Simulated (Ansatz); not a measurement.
# HK: the cost of one run

The runs use Ansatz 0.2.0, Gaussian basis; the settings change from run to run.

## Step 1: The molecule

The structure was relaxed beforehand with PBE0-D4 in a triple-zeta def2 set.

SMILES `[KH]`, 2 atoms, charge 0, spin multiplicity 1.

Atoms are counted from 1 here; the program's logs count them from 0.

Bond lengths: K1–H2 2.263 Å.

## Step 2: B97M-V/def2-TZVPP

Set apart from the defaults: charge -1, multiplicity 2.

in.yaml reads:

```yaml
crystal:
  periodic: [false, false, false]
  atoms:
    - {symbol: K, position_ang: [0.965054, -0.322288, 0.494575]}
    - {symbol: H, position_ang: [-0.965054, 0.322288, -0.494575]}
basis:
  gaussian: {orbitals: def2-TZVPP}
total_charge: -1
magnetization: {spin_polarized: true, initial_magnetization: 1}
hamiltonian: {xc: {name: B97M-V}}
```

On the command line:

```console
ansatz run in.yaml --threads 2 --pin off --events-out ev --progress --plain --max-ram 32768MiB --backend cpu
```

Q: Estimate wall time and peak memory on 2 threads of AMD EPYC 7R13, shared host.

About 5.5 s, with a peak of 0.25 GiB.
